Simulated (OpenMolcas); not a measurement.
**Ir⁵⁺ among point charges: CASSCF and CASPT2 levels and susceptibility**

Aim: the splitting of the states of Ir⁵⁺ in the field of 6 point charges, its lowest levels with spin-orbit coupling and its magnetic susceptibility.

Method: state-averaged CASSCF and CASPT2, spin-orbit coupling by RASSI with atomic mean-field integrals. Code: OpenMolcas 26.06.

### 1 The atom as given

```
Species                           : Ir⁵⁺ (iridium, Z = 77, 72 electrons)
Basis                             : ANO-RCC-VDZP [7s6p4d2f], 59 functions
Scalar Hamiltonian                : DKH2, point nucleus
Inactive shells                   : 1s 2s 2p 3s 3p 3d 4s 4p 4d 4f 5s 5p
Active space                      : 4 electrons in 5 orbitals (5d)
Some configurations of this space : 5d⁴
Orbitals                          : optimised for each spin and parity, averaged over all roots
```

The outer shells:

5d4
```
5d [↑ ][↑ ][↑ ][↑ ][  ]
```

The ion sits among 6 point charges of -1.7 e arranged as an octahedron (Oh), 2.21 Å from the ion.

The work runs as a chain of OpenMolcas steps in one folder; each step below is one input file. Labels, J, g values, rates, χT and fits are worked out afterwards by a script from the matrices that RASSI stores. The input lists half of the charges; inversion (Group=XYZ) makes the rest.

### 2 GATEWAY and SEWARD: basis and integrals

The input, a.inp:

```
&GATEWAY
Coord
1

Ir 0.0 0.0 0.0
Basis=ANO-RCC-VDZP
Group=XYZ
NoMove
AngMom=0.0 0.0 0.0
AMFI
XField
3 Angstrom 0
2.210000 0.000000 0.000000 -1.700000
0.000000 2.210000 0.000000 -1.700000
0.000000 0.000000 2.210000 -1.700000
&SEWARD
```

Started as:

```console
$ OMP_NUM_THREADS=1 MOLCAS_MEM=1689 MOLCAS_PROJECT=a pymolcas a.inp > a.log
```

### 3 CASSCF: quintets of even parity, 5 roots

The input, a.inp:

```
&RASSCF
FileOrb=start.orb
Symmetry=1
Spin=5
nActEl=4 0 0
Inactive=15 19
Ras2=5 0
CIRoot=5 5 1
SDav=5
CIMx=300
Iter=120 100
PrWF=0.3
OrbListing=Nothing
MaxOrb=0
>>> COPY $Project.JobIph JOB001
```

start.orb holds the contracted functions of the basis, ordered by shell, or the orbitals of the step before.

### 4 CASSCF: triplets of even parity, 45 roots

The input, a.inp:

```
&RASSCF
FileOrb=start.orb
Symmetry=1
Spin=3
nActEl=4 0 0
Inactive=15 19
Ras2=5 0
CIRoot=45 45 1
SDav=45
CIMx=300
Iter=120 100
PrWF=0.3
OrbListing=Nothing
MaxOrb=0
>>> COPY $Project.JobIph JOB002
```

### 5 Reference wave functions, singlets of even parity, 50 roots

The input, a.inp:

```
&RASSCF
FileOrb=start.orb
Symmetry=1
Spin=1
nActEl=4 0 0
Inactive=15 19
Ras2=5 0
CIRoot=50 50 1
SDav=50
CIMx=300
Iter=120 100
PrWF=0.3
OrbListing=Nothing
MaxOrb=0
>>> COPY $Project.JobIph JOB003
```

### 6 RASSI: spin-orbit coupling between the states

The input, a.inp:

```
&RASSI
NrOfJobIphs=3 5 45 50
1 2 3 4 5
1 2 3 4 5 6 7 8 9 10 11 12 13 14 15 16 17 18 19 20 21 22 23 24 25 26 27
28 29 30 31 32 33 34 35 36 37 38 39 40 41 42 43 44 45
1 2 3 4 5 6 7 8 9 10 11 12 13 14 15 16 17 18 19 20 21 22 23 24 25 26 27
28 29 30 31 32 33 34 35 36 37 38 39 40 41 42 43 44 45 46 47 48 49 50
IphNames
JOB001
JOB002
JOB003
EJob
SpinOrbit
DIPRint=1.0
SOCoupling=1000.0
Subsets=2
Property=9
'ANGMOM' 1 'ANGMOM' 2 'ANGMOM' 3 'MLTPL  1' 1 'MLTPL  1' 2 'MLTPL  1' 3
'AMFI' 1 'AMFI' 2 'AMFI' 3
SOProperty=3
'ANGMOM' 1 'ANGMOM' 2 'ANGMOM' 3
```

### 7 CASPT2: IPEA 0.25, imaginary shift 0.1 (closed shells correlated: 5s 5p)

The input, a.inp:

```
>>> COPY JOB001 $Project.JobIph
&CASPT2
Multistate=5 1 2 3 4 5
NoMult
Frozen=14 16
IPEA=0.25
Imaginary=0.1
MaxIter=60
WThr=0.0 0.3 0.05
PrWF=0.5
NoMix
>>> COPY JOB002 $Project.JobIph
&CASPT2
Multistate=45 1 2 3 4 5 6 7 8 9 10 11 12 13 14 15 16 17 18 19 20 21 22
23 24 25 26 27 28 29 30 31 32 33 34 35 36 37 38 39 40 41 42 43 44 45
NoMult
Frozen=14 16
IPEA=0.25
Imaginary=0.1
MaxIter=60
WThr=0.0 0.3 0.05
PrWF=0.5
NoMix
>>> COPY JOB003 $Project.JobIph
&CASPT2
Multistate=50 1 2 3 4 5 6 7 8 9 10 11 12 13 14 15 16 17 18 19 20 21 22
23 24 25 26 27 28 29 30 31 32 33 34 35 36 37 38 39 40 41 42 43 44 45 46
47 48 49 50
NoMult
Frozen=14 16
IPEA=0.25
Imaginary=0.1
MaxIter=60
WThr=0.0 0.3 0.05
PrWF=0.5
NoMix
```

(Steps that only read results are left out.)

**Question.** What will these runs give? Wanted: spin-free ground state; first state of the same spin within the active space; lowest level; next level.

As calculated:

| quantity | value |
| --- | --- |
| method | SS-CASPT2, IPEA 0.25, imaginary shift 0.1 (closed shells correlated: 5s 5p) |
| spin-free ground state | 5E, 2-fold in its orbital part |
| first state of the same spin within the active space | 5T2 at 4290 cm⁻¹ |
| lowest level | 1-fold A1 |
| next level | 5849.4 cm⁻¹ |
| χT at 300 K | 0.04 cm³ K/mol |
| effective moment at 300 K | 0.59 μB |

Cost by method:

```tsv
method	time of its own steps	time with the reference
A. CASSCF	20 s	20 s
B. SS-CASPT2, IPEA 0.25, imaginary shift 0.1, +5s 5p	6.5 s	27 s
```

Times are of one thread on a shared host.

**Reading.** The spin-free ground state (5E) comes to 100 % from free-ion D terms and keeps the highest spin of the shell. χT at 300 K is 0.04, against 3.01 cm³ K/mol for the spin alone, so spin-orbit coupling lowers it. An active space of the d shell alone favours high spin; real ions in strong fields can be low spin. A ligand-field fit to the states below 45000 cm-1 gives 10Dq = 4286 cm-1, B = 778 cm-1 and C = 3761 cm-1 (C/B = 4.83), with a deviation of 344 cm-1. CASPT2 does not keep the components of a term degenerate, and the means are used. An orbital doublet at a regular site is open to a Jahn-Teller distortion, which this geometry leaves out. The field of point charges can differ much from that of real complexes. With metal d orbitals alone active, the gaps between spin states are rough; where two lie within a few thousand cm-1, their order is open. This is an electrostatic model: the charges have no orbitals.
